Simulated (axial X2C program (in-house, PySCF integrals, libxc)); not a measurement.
# CoH⁺: properties at the nuclei

Aim: properties at the nuclei of CoH⁺, with spin–orbit coupling in the Hamiltonian from the start.

Computed with an in-house X2C program for linear molecules on PySCF integrals. Level: two-component X2C with atomic mean-field terms, Co dyall-cv3z, H dyall-v3z.

All values are calculated.

## (1) The job

Input file task.json:

```json
{"zs": [27, 1], "q": 1, "bas": ["dyall-cv3z", "dyall-v3z"], "r0": 1.43, "levels": ["PBE0", "HF", "BP86", "TPSSh", "B3LYP"], "nst": 3}
```

Keys: zs atomic numbers; q charge; bas basis sets; r0 starting distance in Å; levels methods (HF also brings MP2); nst determinants followed.

Started as:

```console
> python soeom.py task.json out
```

The runs that follow: Expectation values, lowest determinant; Expectation values, a higher determinant; Expectation values, a higher determinant.

Q: Predict the outcome of this session. Wanted: lowest determinant; Eeff magnitude; Ws magnitude Co; A∥/gI Co; qzz Co; higher determinant (for each run or level that gives them).

As calculated:

| quantity | value |
| --- | --- |
| lowest determinant | Ω = 9/2 (excess of +ω over −ω: ω = 1/2, ω = 3/2, ω = 5/2) |
| Eeff magnitude (GV/cm), PBE0 | 0.664 |
| Ws magnitude Co (kHz), PBE0 | 0.0506 |
| A∥/gI Co (MHz), PBE0 | 580 |
| qzz Co (a.u.), PBE0 | 0.15 |
| higher determinant | Ω = 3/2 (excess of +ω over −ω: ω = 1/2, ω = -3/2, ω = 5/2) |
| Eeff magnitude (GV/cm), PBE0, higher determinant | 0.427 |
| Ws magnitude Co (kHz), PBE0, higher determinant | 0.0963 |
| A∥/gI Co (MHz), PBE0, higher determinant | 603 |
| qzz Co (a.u.), PBE0, higher determinant | -4.03 |
| higher determinant | Ω = 3/2 (excess of +ω over −ω: ω = 3/2) |
| Eeff magnitude (GV/cm), PBE0, higher determinant | 0.674 |
| Ws magnitude Co (kHz), PBE0, higher determinant | 0.154 |
| A∥/gI Co (MHz), PBE0, higher determinant | 378 |
| qzz Co (a.u.), PBE0, higher determinant | 0.13 |

In the first state, the effective field runs from 0.449 to 0.713 GV/cm over the mean-field levels. The expectation values come from single determinants, which for open shells can mix terms of unlike spin or miss the lowest Ω, so a determinant need not be a state. Eeff is the effective electric field on the electron dipole moment in this Ω state and Ws the scalar–pseudoscalar constant (defined with the proton number Z and per Ω); A∥ is the parallel hyperfine constant, which follows by multiplying with the nuclear g factor gI = μI/(I μN); qzz is the electric field gradient, eQq0 = 234.96 MHz × Q/barn × qzz. The operators were transformed with the bare-nucleus X2C matrices. A second determinant lies within 0.1 eV of the first, so their order is not settled at this level.
